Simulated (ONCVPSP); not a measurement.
# Pseudopotential generation for germanium: ONCV, LDA (Perdew-Wang 92)

Aim: build the potential from the settings below, then test how well it stands in for the atom: other configurations, scattering, ghost states and the plane-wave cutoff that it needs.

Method: ONCVPSP 4.0.1.1 (patched build), LDA (Perdew-Wang 92), scalar-relativistic.

**1. The design**

Typed settings, in words:

```
element                 : germanium (Ge, Z = 32)
type                    : optimised norm-conserving Vanderbilt (ONCV)
frozen core             : [Ar]
valence charge          : 14
reference configuration : 3d10 4s2 4p2
partial waves           : 4s: rc 1.55 bohr, ncon 5, nbas 10, qcut 4.2 1/bohr, 2 projectors, debl 2.2 Ha; 4p: rc 1.85 bohr, ncon 4, nbas 8, qcut 3.7 1/bohr, 2 projectors, debl 1.7 Ha; 3d: rc 1.15 bohr, ncon 4, nbas 9, qcut 15.6 1/bohr, 2 projectors, debl 3.1 Ha
local potential         : polynomial inside 0.85 bohr (lpopt 5, dvloc0 0 Ha)
core correction         : Teter function, parameters optimised by the program
```

The outer shells as boxes (Hund's rule for the drawing; the calculation is spin-unpolarised):

```
[Ar] core
3d [↑↓][↑↓][↑↓][↑↓][↑↓]
4s [↑↓]
4p [↑ ][↑ ][  ]
```

The nodes and maxima of the atom's own shells, from an earlier all-electron run, set the scale for the radii.

All-electron outer shells of the reference configuration (LDA (PZ), scalar-relativistic, ld1.x):

```
shell  level (eV)  outermost node (bohr)  outermost maximum (bohr)
   3s     -167.73                   0.26                      0.54
   3p     -115.38                   0.23                      0.54
   3d      -29.55                      –                      0.50
   4s      -11.95                   0.77                      1.73
   4p       -4.05                   0.82                      2.19
```

**2. The generation run**

Ge.dat

```
# ATOM AND REFERENCE CONFIGURATION
# atsym  z   nc   nv     iexc    psfile
  Ge 32.00    5    3  -001012      upf
#
#   n    l    f
    1    0    2.00
    2    0    2.00
    2    1    6.00
    3    0    2.00
    3    1    6.00
    3    2   10.00
    4    0    2.00
    4    1    2.00
#
# PSEUDOPOTENTIAL AND OPTIMIZATION
# lmax
    2
#
#   l,   rc,      ep,       ncon, nbas, qcut
    0    1.55    0.00    5   10    4.20
    1    1.85    0.00    4    8    3.70
    2    1.15    0.00    4    9   15.60
#
# LOCAL POTENTIAL
# lloc, lpopt,  rc(5),   dvloc0
    4    5    0.85    0.00
#
# VANDERBILT-KLEINMAN-BYLANDER PROJECTORs
# l, nproj, debl
    0    2    2.20
    1    2    1.70
    2    2    3.10
#
# MODEL CORE CHARGE
# icmod, fcfact, rcfact
    4    0.30    0.00
#
# LOG DERIVATIVE ANALYSIS
# epsh1, epsh2, depsh
   -3.00    5.00    0.02
#
# OUTPUT GRID
# rlmax, drl
    6.00    0.01
#
# TEST CONFIGURATIONS
# ncnf
    4
# nvcnf
#   n    l    f
    3
    3    2   10.00
    4    0    2.00
    4    1    1.00
#
    3
    3    2   10.00
    4    0    2.00
    4    1    0.00
#
    3
    3    2   10.00
    4    0    1.00
    4    1    0.00
#
    3
    3    2    9.00
    4    0    2.00
    4    1    3.00
#
```

The run is started by

```bash
oncvpsp.x < Ge.dat > Ge.out
```

Before running it: what results should come out? Wanted: cutoffs for 1 and 0.1 mHa per electron, occupied waves; bound ghosts; GHOST(+) flags; largest test error; largest phase difference near zero energy, channels read; rms error of d²Exc/dn², without and with the model core.

**Answer**, as computed:

| quantity | value |
| --- | --- |
| cutoffs for 1 and 0.1 mHa per electron, occupied waves | 89 Ha and 100 Ha |
| bound ghosts | s at -56.55 eV |
| GHOST(+) flags | p at 88 eV |
| largest test error (AE − PS) | -359 meV, for 3d9 4s2 4p3 |
| largest phase difference near zero energy, channels read | 0.000 rad |
| rms error of d²Exc/dn², without and with the model core | 6.88 and 0.35 mHa |

In words: A bound ghost (s) makes it unfit for use: electrons can fall into a state that the atom doesn't have. The worst unpolarised test, 3d9 4s2 4p3, is off by 359 meV on 29.7 eV; by total energies transferability rates as poor. By its cutoff, 89 Ha for the looser tolerance, it is very hard. At the looser tolerance the 3d wave is the slowest; 4s needs 9 Ha. Near zero energy the phases of the channels with partial waves agree within 0.001 rad. The pseudo curves have a pole with no partner nearby in the atom's: s at -2.07 Ha. The program also flags highly localised states, GHOST(+) (p). These are tests on the free atom; a crystal test is still owed.
